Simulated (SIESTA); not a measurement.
Runs of SIESTA 5.4.2 on NiMoIrPdW. Symmetry: P3m1, No. 156, trigonal system. The conventional cell has a = 4.117 Å, b = 4.117 Å, c = 5.446 Å, α = 90.00°, β = 90.00°, γ = 120.00°. Ni (site symmetry 3m) has 3 Mo at 2.38 Å and 3 Ir at 2.69 Å as nearest neighbours. Mo (site symmetry 3m) has 3 Ni at 2.38 Å and 3 Ir at 2.70 Å and 2 Pd at 2.72 to 2.73 Å as nearest neighbours. Pd (site symmetry 3m) has 3 W at 2.68 Å and 2 Mo at 2.72 to 2.73 Å and 3 Ir at 2.77 Å as nearest neighbours. Ir (site symmetry 3m) has 2 W at 2.66 to 2.78 Å and 3 Ni at 2.69 Å and 3 Mo at 2.70 Å and 3 Pd at 2.77 Å as nearest neighbours. W (site symmetry 3m) has 2 Ir at 2.66 to 2.78 Å and 3 Pd at 2.68 Å and 3 Mo at 2.81 Å and 3 Ni at 2.82 Å as nearest neighbours. The cell was built by a generator and needn't be a form met in nature.

```tsv
level	potentials or basis	gap on the mesh (eV)	pressure (GPa)	moment (μB)	relaxed volume (Å³/atom)	largest force (eV/Å)
optB88-vdW	PseudoDojo 0.4 standard (PBE files), DZP (energy shift 0.003 Ry; two zetas on semicore shells)	none	0.0	0.00	16.17	0.01
vdW-DF2	PseudoDojo 0.4 standard (PBE files), DZP (energy shift 0.003 Ry; two zetas on semicore shells)	none	0.0	0.00	17.34	-
RPBE	PseudoDojo 0.4 standard (PBE files), DZP (energy shift 0.003 Ry; two zetas on semicore shells)	none	0.0	0.00	(a)	0.01
LDA	PseudoDojo 0.4 standard (LDA files), DZP (energy shift 0.003 Ry; two zetas on semicore shells)	none	0.0	0.00	(b)	0.01
vdW-DF-cx	PseudoDojo 0.4 standard (PBE files), DZP (energy shift 0.003 Ry; two zetas on semicore shells)	none	0.0	0.00	15.73	0.01
```

Alike in all rows: task relaxation of cell and atoms; spin collinear, ferromagnetic start; cell relaxed; k mesh 6 × 6 × 4; smearing fermi-dirac 0.05 eV; grid cutoff 800 Ry; energy shift 0.003 Ry.

Task: Fill in the values left out.

Result: (a) 16.44; (b) 15.29.

Caveats: short orbitals over semicore shells can move pressures by several GPa; the valence orbitals were made in a potential fitted to the semicore shell under them, which widens gaps by tenths of an eV or more; the basis of atomic orbitals isn't converged, which shifts pressures, moduli and gaps; the potentials were made for another functional, which shifts forces and pressure (some runs).

A k mesh can miss the band edges, and the runs leave out spin-orbit coupling on Ir, Mo, Pd, W.

A gap of «none» marks a metal or a gap under the smearing width.

Runs at the PBE level aren't shown here.
